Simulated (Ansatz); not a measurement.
**CH₇ClSiSn: one species, many methods**

How much do the methods differ for CH₇ClSiSn? The plan is to run it at one geometry with functionals of several rungs and with coupled cluster, and see how far each lands from CCSD(T) at the basis-set limit for the atomisation energy.

Program: Ansatz 0.2.0, Gaussian basis. Level of theory: functionals in def2-TZVPP, the program's frozen cores in correlated methods. These are calculated values, not measurements.

The runs, in order: LDA (SPW92), PBE-D4, revPBE-D4, BLYP-D4, r2SCAN-D4, B97M-V, PBE0-D4, B3LYP-D4, r2SCANh-D4, r2SCAN0-D4, HSE06-D4, BHLYP-D4, CAM-B3LYP-D4, LC-ωPBE, ωB97X-V, ωB97M-V, B2PLYP, PBE-QIDH; CCSD(T)/def2-SVP; CCSD(T)/def2-TZVPP; MP2/def2-QZVPP; extrapolation to the limit; RPA on PBE.

**1. The geometry**

An earlier PBE0-D4 in a triple-zeta def2 set relaxation fixed the geometry. Sn takes the def2 core potential; no spin-orbit term is included.

SMILES `C[SiH](Cl)[SnH3]`, 11 atoms, charge 0, spin multiplicity 1.

Atoms are counted from 1 here; the program's logs count them from 0.

Bond lengths: C1–Si2 1.864 Å, C1–H5 1.094 Å, C1–H6 1.092 Å, C1–H7 1.092 Å, Si2–Cl3 2.072 Å, Si2–Sn4 2.566 Å, Si2–H8 1.487 Å, Sn4–H9 1.710 Å, Sn4–H10 1.708 Å, Sn4–H11 1.706 Å. Angles: Si2–C1–H5 110.0°, Si2–C1–H6 110.4°, Si2–C1–H7 110.9°, H5–C1–H6 108.5°, H5–C1–H7 108.5°, H6–C1–H7 108.5°, C1–Si2–Cl3 108.8°, C1–Si2–Sn4 113.0°, C1–Si2–H8 110.2°, Cl3–Si2–Sn4 107.8°, Cl3–Si2–H8 106.4°, Sn4–Si2–H8 110.5°, Si2–Sn4–H9 110.7°, Si2–Sn4–H10 110.2°, Si2–Sn4–H11 110.9°, H9–Sn4–H10 108.0°, H9–Sn4–H11 108.3°, H10–Sn4–H11 108.6°.

**2. LDA**

This LDA is Slater exchange with PW92 correlation.

Input file in.yaml:

```yaml
crystal:
  periodic: [false, false, false]
  atoms:
    - {symbol: C, position_ang: [0.156573, 1.579697, 0.897768]}
    - {symbol: Si, position_ang: [0.345507, -0.270620, 0.778681]}
    - {symbol: Cl, position_ang: [2.358519, -0.744257, 0.906461]}
    - {symbol: Sn, position_ang: [-0.547437, -1.228247, -1.427950]}
    - {symbol: H, position_ang: [-0.902793, 1.849446, 0.868534]}
    - {symbol: H, position_ang: [0.581721, 1.946236, 1.834921]}
    - {symbol: H, position_ang: [0.663066, 2.077841, 0.068855]}
    - {symbol: H, position_ang: [-0.314088, -0.930418, 1.936086]}
    - {symbol: H, position_ang: [-2.219079, -0.906316, -1.594617]}
    - {symbol: H, position_ang: [0.261425, -0.513435, -2.751066]}
    - {symbol: H, position_ang: [-0.318013, -2.917026, -1.496974]}
basis:
  gaussian: {orbitals: def2-TZVPP}
hamiltonian: {xc: lda}
output: {orbitals: {seedname: orbitals}}
```

After this run come: PBE-D4 (GGA); revPBE-D4 (GGA); BLYP-D4 (GGA); r2SCAN-D4 (meta-GGA); B97M-V (meta-GGA); PBE0-D4 (hybrid); B3LYP-D4 (hybrid); r2SCANh-D4 (hybrid); r2SCAN0-D4 (hybrid); HSE06-D4 (hybrid); BHLYP-D4 (hybrid); CAM-B3LYP-D4 (range-separated); LC-ωPBE (range-separated); ωB97X-V (range-separated); ωB97M-V (range-separated); B2PLYP (double hybrid); PBE-QIDH (double hybrid); CCSD(T) in def2-SVP; CCSD(T) in def2-TZVPP; MP2 in def2-QZVPP; RPA on PBE orbitals.

Before running them: what should the planned runs give, taken together? Wanted: atomisation energy, CCSD(T)/CBS; farthest beyond LDA; mean size of error, GGA; mean size of error, meta-GGA; mean size of error, hybrid; mean size of error, range-separated; mean size of error, double hybrid; gap, smallest and largest; T1 diagnostic.

**Answer**, as computed:

```
                               quantity                                                                            value
        atomisation energy, CCSD(T)/CBS                                                                    3358.4 kJ/mol
 functionals within 33.6 kJ/mol (1.0 %)  PBE-D4, r2SCAN-D4, B97M-V, B3LYP-D4, r2SCANh-D4, CAM-B3LYP-D4, ωB97X-V, ωB97M-V
                    farthest beyond LDA                                                         revPBE-D4 (-85.6 kJ/mol)
                mean size of error, GGA                                                                      60.6 kJ/mol
           mean size of error, meta-GGA                                                                      22.5 kJ/mol
             mean size of error, hybrid                                                                      39.4 kJ/mol
    mean size of error, range-separated                                                                      22.8 kJ/mol
      mean size of error, double hybrid                                                                      61.1 kJ/mol
              gap, smallest and largest                                        5.36 eV (LDA (SPW92)), 11.99 eV (LC-ωPBE)
                          T1 diagnostic                                                                           0.0118
triples share of the correlation energy                                                                            3.4 %
```

What this shows: The LDA atomisation energy is off by 381.5 kJ/mol (11 %): it overbinds. PBE-D4 is off by -23.9 kJ/mol. Double hybrids carry the basis error of their MP2 part in triple zeta, and no dispersion term here, so their miss is partly the set-up's. The rungs meta-GGA, range-separated miss on average by less than the doubt on the reference (33.6 kJ/mol), so they tie. The reference freezes the cores and leaves out spin-orbit coupling and excitations past (T), and its outer-core shells are covered unevenly, so misses under about 33.6 kJ/mol can't be ranked. All levels share the lack of spin-orbit coupling, which lowers the free heavy atoms and so the true binding. Hartree-Fock recovers 75 % of the binding; the rest is correlation. CCSD(T) in def2-SVP is off by -234.9 kJ/mol, more than most functionals: a good method in a small basis is no reference. The gap grows from 5.4 to 12.0 eV across the functionals, mostly with the share of exact exchange. Correlated methods include outer-core shells of Sn, which these sets cover unevenly.
